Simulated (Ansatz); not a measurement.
# C2H6BN: small, medium and large basis sets

Aim: see how fast density functionals converge with the basis set for C2H6BN.

Method: one geometry, several basis sets; program: Ansatz 0.2.0, Gaussian basis.

Levels to be run: PBE0-D4/def2-SVP; ωB97M-V/def2-SVP; PBE0-D4/def2-QZVPP; ωB97M-V/def2-QZVPP; the functionals' def2-TZVPP values are taken from earlier runs.

**1. The geometry**

All runs share one geometry, relaxed beforehand with PBE0-D4 in a triple-zeta def2 set.

10 atoms, charge 0, spin multiplicity 1.

Atoms are counted from 1 here; the program's logs count them from 0.

Bond lengths: B1–C2 1.595 Å, B1–N4 1.394 Å, B1–H5 1.195 Å, C2–C3 1.550 Å, C2–H6 1.091 Å, C2–H7 1.091 Å, C3–N4 1.460 Å, C3–H8 1.095 Å, C3–H9 1.095 Å, N4–H10 1.006 Å. Angles: C2–B1–N4 91.0°, C2–B1–H5 138.8°, N4–B1–H5 130.2°, B1–C2–C3 83.8°, B1–C2–H6 117.2°, B1–C2–H7 117.2°, C3–C2–H6 114.3°, C3–C2–H7 114.3°, H6–C2–H7 108.4°, C2–C3–N4 90.5°, C2–C3–H8 114.8°, C2–C3–H9 114.8°, N4–C3–H8 113.6°, N4–C3–H9 113.6°, H8–C3–H9 108.7°, B1–N4–C3 94.7°, B1–N4–H10 138.5°, C3–N4–H10 126.8°.

Coordinates:

```tsv
atom	x (Å)	y (Å)	z (Å)
B1	-0.1995	0.7026	-0.9376
C2	0.1489	0.7872	0.6169
C3	0.1255	-0.7601	0.5340
N4	-0.1931	-0.6906	-0.8892
H5	-0.4025	1.4415	-1.8543
H6	-0.6093	1.2135	1.2761
H7	1.1185	1.2080	0.8891
H8	-0.6533	-1.2405	1.1351
H9	1.0834	-1.2461	0.7460
H10	-0.3354	-1.4669	-1.5131
```

**2. PBE0-D4 in def2-SVP**

Contents of in.yaml:

```yaml
crystal:
  periodic: [false, false, false]
  atoms:
    - {symbol: B, position_ang: [-0.199493, 0.702568, -0.937626]}
    - {symbol: C, position_ang: [0.148939, 0.787243, 0.616912]}
    - {symbol: C, position_ang: [0.125478, -0.760051, 0.533973]}
    - {symbol: N, position_ang: [-0.193132, -0.690590, -0.889156]}
    - {symbol: H, position_ang: [-0.402521, 1.441512, -1.854312]}
    - {symbol: H, position_ang: [-0.609332, 1.213487, 1.276125]}
    - {symbol: H, position_ang: [1.118523, 1.208009, 0.889088]}
    - {symbol: H, position_ang: [-0.653303, -1.240542, 1.135090]}
    - {symbol: H, position_ang: [1.083356, -1.246067, 0.746045]}
    - {symbol: H, position_ang: [-0.335414, -1.466869, -1.513138]}
basis:
  gaussian: {orbitals: def2-SVP}
hamiltonian: {xc: pbe0, dispersion: d4}
output: {orbitals: {seedname: orbitals}}
```

On the command line:

```
> ansatz run in.yaml --threads 2 --pin off --events-out ev --progress --plain --max-ram 4352MiB
```

Further steps of the session: ωB97M-V in def2-SVP; PBE0-D4 in def2-QZVPP; ωB97M-V in def2-QZVPP.

Before running them: what should the planned runs give, taken together? Wanted: PBE0-D4: double and triple zeta above quadruple; ωB97M-V: double and triple zeta above quadruple.

As calculated:

| quantity | value |
| --- | --- |
| PBE0-D4: double and triple zeta above quadruple | 4.96, 0.25 eV |
| ωB97M-V: double and triple zeta above quadruple | 5.18, 0.24 eV |

What this shows: PBE0-D4 gains 4.71 eV from double to triple zeta, then 0.25 eV more. Total energies overstate the basis error of differences, where much of it tends to cancel. The LUMO of ωB97M-V is positive and keeps falling with the basis (2.86 to 1.66 eV): an unbound level that the basis holds in place.
